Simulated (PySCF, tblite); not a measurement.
# C₅H₉NOSi₂: geometry, infrared bands and NMR shifts

Aim: predict the infrared bands and NMR shifts of C₅H₉NOSi₂ (`O=CN[SiH2]C1=C[SiH2]C=C1`).

The runs use tblite 0.8.0 and PySCF 2.14.0, with density-fitted response routines of our own; the level of theory stands in each step. All values are computed, except where a source is named. Atoms count from 0, in the outputs and in this text.

## (1) The molecule as given

18 atoms, charge 0, multiplicity 1; geometry from: force field or distance geometry start.

Bonds of the start (Å): O0–C1 1.21, C1–N2 1.38, N2–Si3 1.75, Si3–C4 1.85, C4–C5 1.34, C5–Si6 1.89, Si6–C7 1.87, C7–C8 1.35, C8–C4 1.47, C1–H9 1.12, N2–H10 1.00, Si3–H11 1.47, Si3–H12 1.47, C5–H13 1.08, Si6–H14 1.48, Si6–H15 1.50, C7–H16 1.08, C8–H17 1.09.

## (2) Relaxing the molecule with GFN2-xTB

The job: settings as JSON, then the geometry in Å.

```
{"job": {"kind": "relax", "xc": "GFN2-xTB", "basis": "xTB"}, "charge": 0, "multiplicity": 1}
O     -4.272300     0.296200    -0.663000
C     -3.646700    -0.177500     0.252100
N     -2.278800    -0.219000     0.411900
Si    -1.222300     0.475600    -0.792400
C      0.500400     0.211200    -0.176800
C      1.097400     0.884400     0.820100
Si     2.868100     0.296700     1.098500
C      2.587900    -0.920000    -0.288400
C      1.347800    -0.814000    -0.805800
H     -4.151500    -0.665800     1.120600
H     -1.849500    -0.640700     1.208000
H     -1.495700     1.916800    -0.898800
H     -1.419200    -0.238600    -2.061400
H      0.694700     1.677900     1.426000
H      3.865600     1.340200     0.762800
H      3.020700    -0.374100     2.428500
H      3.352800    -1.607300    -0.606600
H      0.991900    -1.435600    -1.627100
```

Run with:

```sh
> OMP_NUM_THREADS=1 python probes_run.py task.json out
```

One launch serves the whole session: the jobs run in the order shown.

**Question.** This job is followed by: GFN2-xTB harmonic vibrations, gas phase; GIAO PBE0/pcSseg-1 NMR shielding, non-relativistic, gas phase. What will the session give for the following? strongest single infrared mode (GFN2-xTB); zero-point energy (GFN2-xTB); 13C shifts against TMS (PBE0/pcSseg-1); 1H shifts against TMS (PBE0/pcSseg-1, means over atoms taken as alike); 17O shifts against H2O (PBE0/pcSseg-1); 15N shifts against NH3 (PBE0/pcSseg-1); 29Si shifts against TMS (PBE0/pcSseg-1).

As calculated:

| quantity | value |
| --- | --- |
| strongest single infrared mode (GFN2-xTB) | 1744 cm⁻¹, 553 km/mol |
| zero-point energy (GFN2-xTB) | 76.0 kcal/mol |
| 13C shifts against TMS (PBE0/pcSseg-1) | 168.2, 167.9, 160.0, 152.7, 134.4 ppm |
| 1H shifts against TMS (PBE0/pcSseg-1, means over atoms taken as alike) | 8.45, 7.54, 6.97, 6.32, 5.25, 4.66, 4.16 ppm |
| 17O shifts against H2O (PBE0/pcSseg-1) | 451.2 ppm |
| 15N shifts against NH3 (PBE0/pcSseg-1) | 128.1 ppm |
| 29Si shifts against TMS (PBE0/pcSseg-1) | -42.8, -46.8 ppm |

Over 39 steps the energy fell by 0.228 eV; of the close pairs, Si3–C4 changed most, 1.848 to 1.887 Å. The lowest mode is imaginary (32i cm⁻¹), so the xTB geometry is not a minimum. The strongest single mode, at 1744 cm⁻¹, moves mainly C1 and O0. Unscaled tight-binding wavenumbers are off by several per cent, some by more. Its intensities can rank the bands wrongly. The most deshielded carbon is C1 (amide carbonyl carbon), at 168.2 ppm: it is a carbonyl in resonance with an O or N lone pair, the region of acids, esters and amides. At PBE0/pcSseg-1: Shielding is most anisotropic at O0 (span 701 ppm, paramagnetic term -517 ppm).
